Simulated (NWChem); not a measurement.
# One shape, several levels: CH2ClI (chloroiodomethane)

Wanted: a comparison of 5 runs (HF/STO-3G, HF/3-21G, PBE0/def2-SVP, PBE0/def2-TZVP, MP2/def2-SVP) of CH2ClI (chloroiodomethane). 

Program for the calculation: NWChem 7.3.0.

### 1 The structure to begin with

CH2ClI: 5 atoms, total charge 0, spin state singlet. SMILES: `ClCI`. The coordinates come from a PBE0-D4/def2-TZVP relaxation.

Bond lengths: Cl1–C2 1.754 Å, C2–I3 2.135 Å, C2–H4 1.085 Å, C2–H5 1.085 Å. Angles: Cl1–C2–I3 113.9°, Cl1–C2–H4 109.1°, Cl1–C2–H5 109.1°, I3–C2–H4 106.6°, I3–C2–H5 106.6°, H4–C2–H5 111.6°.

### 2 Energy and forces at HF/STO-3G (run 1)

Input file m1.nw:

```
start m1
title "CH2ClI"
memory total 2200 mb

geometry noautosym nocenter noautoz
  Cl      -1.482060       0.193760       0.868050
  C       -0.060630       0.102140      -0.155090
  I        1.553870      -1.000400       0.702870
  H        0.310770       1.105040      -0.335830
  H       -0.321930      -0.400540      -1.080000
end

basis spherical bse
  * library STO-3G
end

scf
  thresh 1e-08
  maxiter 80
  noprint "final vectors analysis"
end

task scf gradient
```

Run with:

```console
$ nwchem m1.nw > m1.out
```

What it wrote:

```text
[...]
  functions       =    43
[...]
  wavefunction    = RHF
[...]
         Total SCF energy =  -7343.828453076724
      One-electron energy = -10701.104251027413
      Two-electron energy =   3066.777346806585
 Nuclear repulsion energy =    290.498451144104
        Time for solution =      2.7s
[...]
                         RHF ENERGY GRADIENTS
    atom               coordinates                        gradient
                 x          y          z           x          y          z
   1 Cl     -2.800687   0.366153   1.640377    0.032408  -0.004126  -0.019206
   2 C      -0.114574   0.193017  -0.293078   -0.041204   0.014025   0.006667
   3 I       2.936389  -1.890482   1.328232    0.000884  -0.000863   0.000995
   4 H       0.587270   2.088223  -0.634627    0.004056  -0.004280   0.005891
   5 H      -0.608359  -0.756911  -2.040904    0.003856  -0.004756   0.005653
[...]
```

Run time: 4.8 s. Hardware: 1 thread of Intel Xeon 6975P-C (Granite Rapids), shared host; peak memory 0.1 GiB.

### 3 Energy and gradient at HF/3-21G (run 2)

Input file work.nw:

```
start work
title "CH2ClI gradient"
memory total 2200 mb

geometry units angstrom noautosym nocenter noautoz
   Cl      -1.482060       0.193760       0.868050
   C       -0.060630       0.102140      -0.155090
   I        1.553870      -1.000400       0.702870
   H        0.310770       1.105040      -0.335830
   H       -0.321930      -0.400540      -1.080000
end

basis spherical bse
   Cl library 3-21G
   C library 3-21G
   I library 3-21G
   H library 3-21G
end

scf
   singlet
   rhf
   thresh 1e-08
   maxiter 80
end

task scf gradient
```

Run with:

```console
$ nwchem work.nw > work.out
```

What it wrote:

```text
[...]
  functions       =    57
[...]
  wavefunction    = RHF
[...]
         Total SCF energy =  -7383.397983763894
      One-electron energy = -10740.633281606149
      Two-electron energy =   3066.736846698151
 Nuclear repulsion energy =    290.498451144104
        Time for solution =      2.8s
[...]
                         RHF ENERGY GRADIENTS
    atom               coordinates                        gradient
                 x          y          z           x          y          z
   1 Cl     -2.800687   0.366153   1.640377    0.040223  -0.003866  -0.026377
   2 C      -0.114574   0.193017  -0.293078   -0.031903  -0.005883   0.039035
   3 I       2.936389  -1.890482   1.328232   -0.014189   0.009468  -0.007092
   4 H       0.587270   2.088223  -0.634627    0.006215   0.007948   0.001077
   5 H      -0.608359  -0.756911  -2.040904   -0.000347  -0.007667  -0.006642
[...]
```

Wall time 5.1 s (1 thread of Intel Xeon 6975P-C (Granite Rapids), shared host); peak memory 0.1 GiB.

Runs 3 to 4 aren't shown in full; the table further down has their settings and results.

### 4 Energy and forces at MP2/def2-SVP (core potential) (run 5)

Input file test.nw:

```
start test
title "CH2ClI"
memory total 2200 mb
charge 0

geometry noautosym nocenter noautoz
 Cl      -1.482060       0.193760       0.868050
 C       -0.060630       0.102140      -0.155090
 I        1.553870      -1.000400       0.702870
 H        0.310770       1.105040      -0.335830
 H       -0.321930      -0.400540      -1.080000
end

basis spherical bse
 * library def2-SVP
end

ecp bse
 I library def2-SVP
end

scf
 thresh 1e-08
 maxiter 80
end

mp2
 freeze core 10
 tight
end

task mp2 gradient
```

Run with:

```console
$ nwchem test.nw > test.out
```

What it wrote:

```text
[...]
  functions       =    68
[...]
  wavefunction    = RHF
[...]
         Total SCF energy =   -794.990998001099
      One-electron energy =  -1524.854026996224
      Two-electron energy =    569.271668446665
 Nuclear repulsion energy =    160.591360548461
        Time for solution =      7.4s
[...]
          Total MP2 energy          -795.388720725271
[...]
                         mp2 ENERGY GRADIENTS
    atom               coordinates                        gradient
                 x          y          z           x          y          z
   1 Cl     -2.800687   0.366153   1.640377    0.004000  -0.000563  -0.002263
   2 C      -0.114574   0.193017  -0.293078    0.003118   0.001125  -0.004918
   3 I       2.936389  -1.890482   1.328232   -0.005704   0.003548  -0.002328
   4 H       0.587270   2.088223  -0.634627   -0.002414  -0.006117   0.002748
   5 H      -0.608359  -0.756911  -2.040904    0.001000   0.002007   0.006761
[...]
```

Wall time 20 s (1 thread of Intel Xeon 6975P-C (Granite Rapids), shared host); peak memory 0.19 GiB.

### 5 All runs side by side

```csv
run,level,iteration cap,module,energy (Eh),dipole moment (D),largest force (eV/Å),wall time
1,HF/STO-3G,80,scf,-7343.828453,1.95,2.264,4.8 s
2,HF/3-21G,80,scf,-7383.397984,1.93,2.610,5.1 s
3,PBE0/def2-SVP (core potential),100,dft,-796.836005,–,0.373,16 s
4,PBE0/def2-TZVP (core potential),100,dft,-797.052748,1.43,0.013,48 s
5,MP2/def2-SVP (core potential),80,mp2,-795.388721,1.41,0.366,20 s
```

### 6 Results

| quantity | value |
| --- | --- |
| run 5: total energy | -795.38872 Eh |
| run 5: dipole moment (of the density that the program reports) | 1.41 D |
| run 5: HOMO energy (Hartree–Fock orbitals) | -10.19 eV |
| run 5: LUMO energy (Hartree–Fock orbitals) | 2.37 eV |
| run 5: HOMO–LUMO gap (Hartree–Fock orbitals) | 12.56 eV |
| run 5: correlation energy (10 core orbitals frozen) | -397.7 mEh |
| run 5: largest force on an atom | 0.366 eV/Å |

Over runs 1, 2, 4, 5 the dipole moment (its size) runs from 1.41 D (MP2/def2-SVP) to 1.95 D (HF/STO-3G). The two ends differ in method and basis and core potential. Some runs of one species differ in core potentials or relativity; totals across that change don't compare. In run 1 the basis is minimal, so the values are rough. In runs 1, 2 relativity is left out where basis or elements ask for it. All runs together took 93 s, the longest 48 s.
